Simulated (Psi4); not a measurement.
# CH3InO (SMILES [H][In]([H])([H])<-[C-]#[O+]) at M06-L/def2-SVP (core potential, sweep point 7)

Aim: the vertical electron affinity of CH3InO at M06-L/def2-SVP (core potential, sweep point 7), from 2 runs. The job is set up through a Python script.

The results are computed with Psi4 1.11.

4 further runs of the same task are left out: 4 set aside as unsound or not needed.

## Step 1: Starting point

CH3InO: 6 atoms, total charge 0, spin state singlet. SMILES: `[H][In]([H])([H])<-[C-]#[O+]`. The shape comes from GFN1-xTB, which is rough for such elements, and wasn't checked as a minimum.

Bond lengths: In1–C2 2.441 Å, C2–O3 1.120 Å, In1–H4 1.701 Å, In1–H5 1.700 Å, In1–H6 1.701 Å. Angles: In1–C2–O3 178.1°, C2–In1–H4 93.1°, C2–In1–H5 94.1°, C2–In1–H6 93.2°, H4–In1–H5 119.8°, H4–In1–H6 119.5°, H5–In1–H6 119.7°.

## Step 2: The energy at M06-L/def2-SVP (core potential, sweep point 7)

File job.py:

```python
import psi4

psi4.set_memory(1600000000)
psi4.set_num_threads(1)
psi4.set_output_file('psi4.out', False)

geom = psi4.geometry("""
0 1
In    -0.014220    -0.000860    -0.949190
C      0.011440     0.017450     1.491920
O      0.045080    -0.004700     2.611200
H      1.683720     0.000680    -1.058710
H     -0.869060     1.463800    -1.072380
H     -0.856960    -1.476380    -1.022840
units angstrom
symmetry c1
""")

psi4.set_options({
    'puream': True,
    'scf_type': 'pk',
    'dft_radial_points': 150,
    'dft_spherical_points': 974,
})

e_tot, wfn = psi4.energy('m06-l/def2-SVP', molecule=geom, return_wfn=True)
print(f'm06-l/def2-SVP energy: {e_tot:.10f} Eh')
```

Command:

```console
$ python job.py
```

psi4.out:

```text
[...]
    !!!  WARNING: ECP capability is in beta. Please check occupations closely.  !!!
[...]
  Running in c1 symmetry.
[...]
  Nuclear repulsion =  101.357920285658309
[...]
  Multiplicity = 1
[...]
  Nalpha       = 19
  Nbeta        = 19
[...]
    Number of basis functions: 69
[...]
   @RKS iter   1:  -305.15733696504424   -1.13159e+00   5.48719e-03 ADIIS/DIIS
[...]
   @RKS iter   8:  -305.24239914761517   -4.29251e-08   8.68761e-07 DIIS
[...]
    Orbital Energies [Eh]
    ---------------------
    Doubly Occupied:
       1A    -19.125068     2A    -10.221560     3A     -4.570323
       4A     -2.994015     5A     -2.981535     6A     -2.981501
       7A     -1.165170     8A     -0.704307     9A     -0.695246
      10A     -0.695240    11A     -0.692204    12A     -0.692158
      13A     -0.574804    14A     -0.490775    15A     -0.490751
      16A     -0.448862    17A     -0.342684    18A     -0.254555
      19A     -0.254472
[...]
  @RKS Final Energy:  -305.24239914761517
   => Energetics <=
    Nuclear Repulsion Energy =            101.3579202856583095
    One-Electron Energy =                -691.8070883735808820
    Two-Electron Energy =                 317.0568122828109381
    DFT Exchange-Correlation Energy =     -31.8500433425035752
    Empirical Dispersion Energy =           0.0000000000000000
    VV10 Nonlocal Energy =                  0.0000000000000000
    Total Energy =                       -305.2423991476151741
[...]
 Multipole Moments:
 ------------------------------------------------------------------------------------
     Multipole            Electronic (a.u.)      Nuclear  (a.u.)        Total (a.u.)
 ------------------------------------------------------------------------------------
 L = 1.  Multiply by 2.5417464519 to convert [e a0] to [Debye]
 Dipole X            :         -0.5640125            0.5696358            0.0056234
 Dipole Y            :         -0.0501927            0.0586625            0.0084698
 Dipole Z            :        -37.9404042           38.6363226            0.6959184
 Magnitude           :                                                    0.6959926
[...]
```

Standard output:

```text
m06-l/def2-SVP energy: -305.2423991476 Eh
```

It took 31 s on 1 thread of Intel Xeon Platinum 8488C (Sapphire Rapids), shared host; peak memory 1.2 GiB.

## Step 3: The doublet anion at the same level

File run.py:

```python
import psi4

psi4.set_memory('1600 MB')
psi4.set_num_threads(1)
psi4.core.set_output_file('run.log', False)

geom = psi4.geometry("""
-1 2
In    -0.014220    -0.000860    -0.949190
C      0.011440     0.017450     1.491920
O      0.045080    -0.004700     2.611200
H      1.683720     0.000680    -1.058710
H     -0.869060     1.463800    -1.072380
H     -0.856960    -1.476380    -1.022840
symmetry c1
""")

options = {'basis': 'def2-SVP', 'reference': 'uks', 'puream': True, 'scf_type': 'pk', 'dft_radial_points': 150, 'dft_spherical_points': 974, 'maxiter': 150}
psi4.set_options(options)

e_tot, wfn = psi4.energy('m06-l', return_wfn=True)
print(f'total energy {e_tot:.8f} hartree = {e_tot * 27.211386:.5f} eV')
```

Command:

```console
$ python run.py
```

run.log:

```text
[...]
    !!!  WARNING: ECP capability is in beta. Please check occupations closely.  !!!
[...]
  Running in c1 symmetry.
[...]
  Nuclear repulsion =  101.357920285658309
[...]
  Multiplicity = 2
[...]
  Nalpha       = 20
  Nbeta        = 19
[...]
    Number of basis functions: 69
[...]
   @UKS iter   1:  -304.99814041389618   -9.72393e-01   8.56490e-03 ADIIS/DIIS
[...]
   @UKS iter  22:  -305.21441281622293   -1.54208e-08   7.92009e-08 DIIS
[...]
   @S^2 Observed:                7.526279730E-01
[...]
    Orbital Energies [Eh]
    ---------------------
    Alpha Occupied:
       1A    -18.825580     2A     -9.913343     3A     -4.377083
       4A     -2.796878     5A     -2.790736     6A     -2.789735
       7A     -0.885147     8A     -0.506869     9A     -0.502962
      10A     -0.502284    11A     -0.499758    12A     -0.499199
      13A     -0.314317    14A     -0.228039    15A     -0.222131
      16A     -0.219638    17A     -0.127198    18A     -0.076185
      19A     -0.074392    20A      0.134988
    Alpha Virtual:
      21A      0.142487    22A      0.155591    23A      0.238052
      24A      0.238703    25A      0.240124    26A      0.306692
[...]
  @UKS Final Energy:  -305.21441281622293
   => Energetics <=
    Nuclear Repulsion Energy =            101.3579202856583095
    One-Electron Energy =                -700.2781742000295253
    Two-Electron Energy =                 325.8406387461438953
    DFT Exchange-Correlation Energy =     -32.1347976479956259
    Empirical Dispersion Energy =           0.0000000000000000
    VV10 Nonlocal Energy =                  0.0000000000000000
    Total Energy =                       -305.2144128162229322
[...]
 Multipole Moments:
 ------------------------------------------------------------------------------------
     Multipole            Electronic (a.u.)      Nuclear  (a.u.)        Total (a.u.)
 ------------------------------------------------------------------------------------
 L = 1.  Multiply by 2.5417464519 to convert [e a0] to [Debye]
 Dipole X            :         -0.6066376            0.5696358           -0.0370018
 Dipole Y            :         -0.0100008            0.0586625            0.0486617
 Dipole Z            :        -39.1676651           38.6363226           -0.5313425
 Magnitude           :                                                    0.5348476
[...]
```

On the terminal:

```text
total energy -305.21441282 hartree = -8305.30720 eV
```

Wall time 1.7 min (1 thread of Intel Xeon Platinum 8488C (Sapphire Rapids), shared host); peak memory 1.2 GiB.

## Step 4: Results

At M06-L/def2-SVP (core potential, sweep point 7):

| quantity | value |
| --- | --- |
| singlet CH3InO: total energy | -305.24240 Eh |
| singlet CH3InO: dipole moment | 1.77 D |
| singlet CH3InO: HOMO energy | -6.92 eV |
| singlet CH3InO: LUMO energy | -2.74 eV |
| singlet CH3InO: HOMO–LUMO gap | 4.18 eV |
| doublet anion: total energy | -305.21441 Eh |
| doublet anion: HOMO energy (highest over α and β) | 3.67 eV |
| doublet anion: LUMO energy (lowest over α and β) | 3.88 eV |
| doublet anion: ⟨S²⟩ | 0.753 |
| vertical electron affinity (to the doublet anion) | -0.762 eV |

In words: The anion lies 0.76 eV (73.5 kJ/mol) above the neutral: the electron isn't bound at this level, and such a value depends on the basis. Without diffuse functions anions come out too high. The HOMO (doublet anion) lies at positive energy, 3.67 eV, as semi-local functionals often give for anions; only total energies tell whether the electron is bound.
